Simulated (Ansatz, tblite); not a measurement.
# In7N7 zinc blende off sphere (In₇N₇H₂₀): one state, many levels

The task here is to estimate one member of a computed series from the others.

Program: Ansatz 0.2.0, Gaussian basis. Level of theory: as each input shows. These are calculated values, not measurements.

Plan: GFN1-xTB, GFN2-xTB, PBE-D4/def2-TZVP, r2SCAN-D4/def2-TZVP, PBE-D4/def2-SVP, PBE0-D4/def2-SVP.

1 further run of the same task is left out (set aside as unsound or not needed).

### The geometry

The singlet was relaxed beforehand with PBE-D4/def2-SVP.

34 atoms, charge 0, spin multiplicity 1.

Bond lengths: In1–N9 2.301 Å, In1–N10 2.209 Å, In1–H15 1.750 Å, In1–H16 1.750 Å, In2–N8 2.189 Å, In2–N11 2.189 Å, In2–N12 2.189 Å, In2–H17 1.742 Å, In3–N9 2.151 Å, In3–N11 2.316 Å, In3–N13 2.151 Å, In3–H18 1.735 Å, In4–N8 2.316 Å, In4–N9 2.151 Å, In4–N14 2.150 Å, In4–H19 1.735 Å, In5–N10 2.209 Å, In5–N14 2.301 Å and more. Angles: N9–In1–N10 97.7°, N9–In1–H15 103.2°, N9–In1–H16 103.2°, N10–In1–H15 110.3°, N10–In1–H16 110.2°, H15–In1–H16 127.3°, N8–In2–N11 101.8°, N8–In2–N12 101.7°, N8–In2–H17 116.4°, N11–In2–N12 101.6°, N11–In2–H17 116.4°, N12–In2–H17 116.4°, N9–In3–N11 103.2°, N9–In3–N13 103.8°, N9–In3–H18 121.0°, N11–In3–N13 103.1°, N11–In3–H18 101.7°, N13–In3–H18 121.0° and more.

As a file:

```mol
H20In7N7
  3D, bonds by distance, orders not assigned

 34 38  0  0  0  0  0  0  0  0999 V2000
    0.6501   -3.2924    0.6498 In  0  0
   -2.0304    2.0328   -2.0276 In  0  0
    0.7442   -0.7472   -1.9019 In  0  0
   -1.9020   -0.7469    0.7485 In  0  0
    0.6537   -0.6554    3.2902 In  0  0
    0.7481    1.9000    0.7482 In  0  0
    3.2908   -0.6538    0.6492 In  0  0
   -3.0688    0.6710   -0.6638 N   0  0
   -0.5923   -1.8042   -0.5900 N   0  0
    1.8127   -1.8149    1.8096 N   0  0
   -0.6687    0.6705   -3.0680 N   0  0
   -0.6641    3.0698   -0.6673 N   0  0
    1.8030    0.5887   -0.5908 N   0  0
   -0.5887    0.5884    1.8053 N   0  0
    1.6687   -4.0587   -0.5492 H   0  0
   -0.5468   -4.0579    1.6716 H   0  0
   -3.0371    3.0390   -3.0316 H   0  0
    1.5626   -1.5677   -3.1938 H   0  0
   -3.1932   -1.5667    1.5685 H   0  0
   -0.5440   -1.6763    4.0556 H   0  0
    1.6754    0.5409    4.0568 H   0  0
    1.5692    3.1897    1.5693 H   0  0
    4.0566   -1.6733   -0.5495 H   0  0
    4.0566    0.5436    1.6701 H   0  0
   -3.7110    0.0745   -1.2092 H   0  0
   -3.7059    1.2186   -0.0639 H   0  0
   -1.1696   -2.4393   -1.1663 H   0  0
    2.4115   -2.4141    2.4071 H   0  0
   -1.2147    0.0743   -3.7100 H   0  0
   -0.0690    1.2179   -3.7055 H   0  0
   -0.0634    3.7057   -1.2155 H   0  0
   -1.2076    3.7133   -0.0704 H   0  0
    2.4381    1.1652   -1.1677 H   0  0
   -1.1642    1.1646    2.4421 H   0  0
  1  9  8  0
  1 10  8  0
  1 15  8  0
  1 16  8  0
  2  8  8  0
  2 11  8  0
  2 12  8  0
  2 17  8  0
  3  9  8  0
  3 11  8  0
  3 13  8  0
  3 18  8  0
  4  8  8  0
  4  9  8  0
  4 14  8  0
  4 19  8  0
  5 10  8  0
  5 14  8  0
  5 20  8  0
  5 21  8  0
  6 12  8  0
  6 13  8  0
  6 14  8  0
  6 22  8  0
  7 10  8  0
  7 13  8  0
  7 23  8  0
  7 24  8  0
  8 25  8  0
  8 26  8  0
  9 27  8  0
 10 28  8  0
 11 29  8  0
 11 30  8  0
 12 31  8  0
 12 32  8  0
 13 33  8  0
 14 34  8  0
M  END
```

In takes a core potential in the def2 sets. No spin-orbit coupling is included.

PBE0-D4/def2-TZVP was run before; its log isn't repeated, and its numbers join the tables.

Set-up of the first run:

Tight binding, by tblite at 300 K electronic temperature and without a spin-polarisation term:

```python
tblite.interface.Calculator('GFN1-xTB', numbers, positions, charge=0, uhf=0).singlepoint()
```

Tight binding, by tblite at 300 K electronic temperature and without a spin-polarisation term:

```python
tblite.interface.Calculator('GFN2-xTB', numbers, positions, charge=0, uhf=0).singlepoint()
```

start.molden holds the orbitals of an earlier run on this state, given as this run's starting guess.

Contents of in.yaml:

```yaml
crystal:
  periodic: [false, false, false]
  atoms:
    - {symbol: In, position_ang: [0.650081, -3.292397, 0.649842]}
    - {symbol: In, position_ang: [-2.030371, 2.032781, -2.027588]}
    - {symbol: In, position_ang: [0.744243, -0.747216, -1.901928]}
    - {symbol: In, position_ang: [-1.901985, -0.746859, 0.748482]}
    - {symbol: In, position_ang: [0.653749, -0.655401, 3.290183]}
    - {symbol: In, position_ang: [0.748117, 1.899979, 0.748157]}
    - {symbol: In, position_ang: [3.290786, -0.653822, 0.649172]}
    - {symbol: N, position_ang: [-3.068759, 0.670990, -0.663760]}
    - {symbol: N, position_ang: [-0.592347, -1.804163, -0.590037]}
    - {symbol: N, position_ang: [1.812662, -1.814916, 1.809606]}
    - {symbol: N, position_ang: [-0.668674, 0.670516, -3.068032]}
    - {symbol: N, position_ang: [-0.664133, 3.069849, -0.667284]}
    - {symbol: N, position_ang: [1.802989, 0.588692, -0.590769]}
    - {symbol: N, position_ang: [-0.588703, 0.588441, 1.805297]}
    - {symbol: H, position_ang: [1.668746, -4.058730, -0.549195]}
    - {symbol: H, position_ang: [-0.546822, -4.057853, 1.671646]}
    - {symbol: H, position_ang: [-3.037109, 3.039033, -3.031569]}
    - {symbol: H, position_ang: [1.562632, -1.567745, -3.193783]}
    - {symbol: H, position_ang: [-3.193215, -1.566659, 1.568542]}
    - {symbol: H, position_ang: [-0.543965, -1.676298, 4.055614]}
    - {symbol: H, position_ang: [1.675386, 0.540897, 4.056790]}
    - {symbol: H, position_ang: [1.569203, 3.189708, 1.569278]}
    - {symbol: H, position_ang: [4.056649, -1.673278, -0.549491]}
    - {symbol: H, position_ang: [4.056642, 0.543628, 1.670115]}
    - {symbol: H, position_ang: [-3.711020, 0.074544, -1.209185]}
    - {symbol: H, position_ang: [-3.705935, 1.218584, -0.063858]}
    - {symbol: H, position_ang: [-1.169561, -2.439303, -1.166274]}
    - {symbol: H, position_ang: [2.411493, -2.414115, 2.407084]}
    - {symbol: H, position_ang: [-1.214655, 0.074269, -3.709992]}
    - {symbol: H, position_ang: [-0.068952, 1.217949, -3.705517]}
    - {symbol: H, position_ang: [-0.063444, 3.705732, -1.215518]}
    - {symbol: H, position_ang: [-1.207638, 3.713300, -0.070387]}
    - {symbol: H, position_ang: [2.438069, 1.165249, -1.167724]}
    - {symbol: H, position_ang: [-1.164160, 1.164615, 2.442090]}
basis:
  gaussian: {orbitals: def2-TZVP, fitting: {mean_field: def2-universal-jkfit}, initial_orbitals: start.molden}
hamiltonian: {xc: pbe, dispersion: d4}
scf: {omitted_lower_state_checks: [starts]}
output: {orbitals: {seedname: orbitals}}
```

Started as:

```bash
$ ansatz run in.yaml --threads 2 --pin off --events-out ev --progress --plain --max-ram 32768MiB --backend cuda --devices 0, --max-vram 18GiB
```

Among the steps run: PBE-D4/def2-TZVP; r2SCAN-D4/def2-TZVP; PBE-D4/def2-SVP; PBE0-D4/def2-SVP.

One table of the session follows, with a row left open; its other results are not shown here.

It belongs to the step «Binding energy». 

```
              level  binding an atom (eV)
    PBE-D4/def2-SVP                     ?
   PBE-D4/def2-TZVP                 2.921
r2SCAN-D4/def2-TZVP                 2.882
   PBE0-D4/def2-SVP                 2.861
  PBE0-D4/def2-TZVP                 2.865
```

Q: Estimate the row for PBE-D4/def2-SVP from the others.

As computed: binding an atom (eV): 2.918. In the column «binding an atom (eV)» it lies between r2SCAN-D4/def2-TZVP (2.882) and PBE-D4/def2-TZVP (2.921).

Caveats from the session: Free atoms were run apart at each level; binding is atoms less cluster, divided by the number of atoms, without zero-point or spin-orbit terms.
